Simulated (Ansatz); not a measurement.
BFH4Si, SMILES FB[SiH3]: the interaction energy of a dimer with the counterpoise correction, run with Ansatz 0.2.0 through its Python package.

`dimer.py`
```python
# -*- coding: utf-8 -*-
"""Interaction energy of two BFH4Si molecules, with the counterpoise correction."""

import ansatz as az

FIRST = [
    ("F", (-1.0283, -1.5282, 1.2716)),
    ("B", (-0.221, -1.1004, 0.1643)),
    ("Si", (0.1269, 0.7791, -0.1705)),
    ("H", (0.3301, -1.9126, -0.5376)),
    ("H", (1.054, 0.8976, -1.3361)),
    ("H", (0.8102, 1.3716, 1.0271)),
    ("H", (-1.0716, 1.4927, -0.419)),
]
SECOND = [
    ("F", (-0.2903, -3.3358, -2.2707)),
    ("B", (-1.2419, -3.3485, -3.3455)),
    ("Si", (-1.5806, -4.9542, -4.3811)),
    ("H", (-1.916, -2.3741, -3.5739)),
    ("H", (-2.6685, -4.6725, -5.3656)),
    ("H", (-2.0582, -6.039, -3.4606)),
    ("H", (-0.4125, -5.3966, -5.0499)),
]

def energy(atoms, ghosts=()):
    molecule = az.Crystal.molecule()
    for symbol, xyz in atoms:
        molecule = molecule.atom(symbol, xyz)
    calc = (
        molecule.calculation()
        .basis(gaussian="def2-SVPD")
        .correlation("MP2")
    )
    deck = calc.input()
    if ghosts:
        deck = deck.set(az.key.basis.gaussian.ghost_atoms, [{"symbol": s, "position_ang": list(xyz)} for s, xyz in ghosts])
    return az.Session.from_dict(deck).plan().execute().report["free_energy_ev"]

# monomers in their own basis and in the basis of the dimer
both = energy(FIRST + SECOND)
alone = energy(FIRST) + energy(SECOND)
ghosted = energy(FIRST, SECOND) + energy(SECOND, FIRST)
print(f"dimer {both:.6f} eV")
print(f"interaction, uncorrected   {(both - alone):8.3f} eV")
print(f"interaction, counterpoise  {(both - ghosted):8.3f} eV")
print(f"basis-set superposition    {(alone - ghosted):8.3f} eV")
```

How large is the interaction at this pose, and how much of it is basis-set superposition?

Uncorrected it is -0.032 eV, with the counterpoise correction 0.027 eV; the difference, 0.06 eV, is the superposition error. The sign changes with the correction, so this basis doesn't settle it.

The output:

`python dimer.py` gives:
```text
dimer -22618.078041 eV
interaction, uncorrected     -0.032 eV
interaction, counterpoise     0.027 eV
basis-set superposition       0.059 eV
```

Caveats:
- Total energies depend on the basis set; only differences at equal settings carry meaning.
- The dimer is a generated trial pose of unrelaxed monomers, not a minimum, so the figure is no binding energy, and the basis set is small.
- Timing: 31 s on 1 thread of Intel(R) Xeon(R) Platinum 8259CL CPU @ 2.50GHz (Skylake/Cascade Lake) (shared host), peak memory 0.57 GiB.

(A comment or docstring line of the script was reworded after the run, the code is as it ran; lines on the test bed's own set-up are left out of the output.)
